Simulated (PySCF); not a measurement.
# H7NO6Si2 ([(OH)3Si]2NH): the cost of one run

The runs use PySCF 2.14.0, with density-fitted response routines of our own; the level of theory stands in each step. All values are computed, except where a source is named. Atoms are numbered from 0 throughout.

### 1 The starting structure

16 atoms, charge 0, multiplicity 1; geometry from: GFN2-xTB. The atoms were then displaced at random by about 0.03 Å, so the start is not that level's minimum.

Bonds of the start (Å): Si0–O1 1.66, Si0–O2 1.65, Si0–O3 1.59, Si0–N4 1.78, O1–H9 0.98, O2–H10 0.90, O3–H11 0.92, N4–Si5 1.68, N4–H12 1.06, Si5–O6 1.59, Si5–O7 1.66, Si5–O8 1.63, O6–H13 1.01, O7–H14 0.96, O8–H15 0.91.

### 2 Relaxing the molecule at PBE0-D3(BJ)/def2-SVP

Job settings and geometry (Å):

```
{"job": {"xc": "PBE0", "basis": "def2-SVP", "d3": "d3bj", "grid": 1, "maxiter": 40, "shake": 0.03, "kind": "geom"}, "charge": 0, "multiplicity": 1}
Si     1.106680     0.725370     0.917780
O      0.882520     1.883020     2.083470
O      1.559160     1.398520    -0.515290
O      2.171430    -0.334520     1.447530
N     -0.576070     0.213760     0.616150
Si    -1.068110    -0.651520    -0.731630
O     -2.649350    -0.839330    -0.755520
O     -0.395280     0.164290    -2.016050
O     -0.443880    -2.152620    -0.784460
H      1.695840     2.221290     2.507030
H      1.010270     1.303630    -1.217570
H      2.339470    -1.044420     0.889130
H     -1.272700     0.312840     1.405290
H     -3.266760    -0.040720    -0.697270
H     -0.307070    -0.380330    -2.802030
H     -0.820510    -2.813210    -0.280150
```

Command:

```console
> OMP_NUM_THREADS=1 python probes_run.py task.json out
```

The driver reads the jobs from task.json and runs them one after another.

**Question.** How long does this first job take on 1 thread of Intel Xeon at 2.70GHz, shared host, and how much memory does it need?

About 7 min, with a peak of 0.69 GiB.
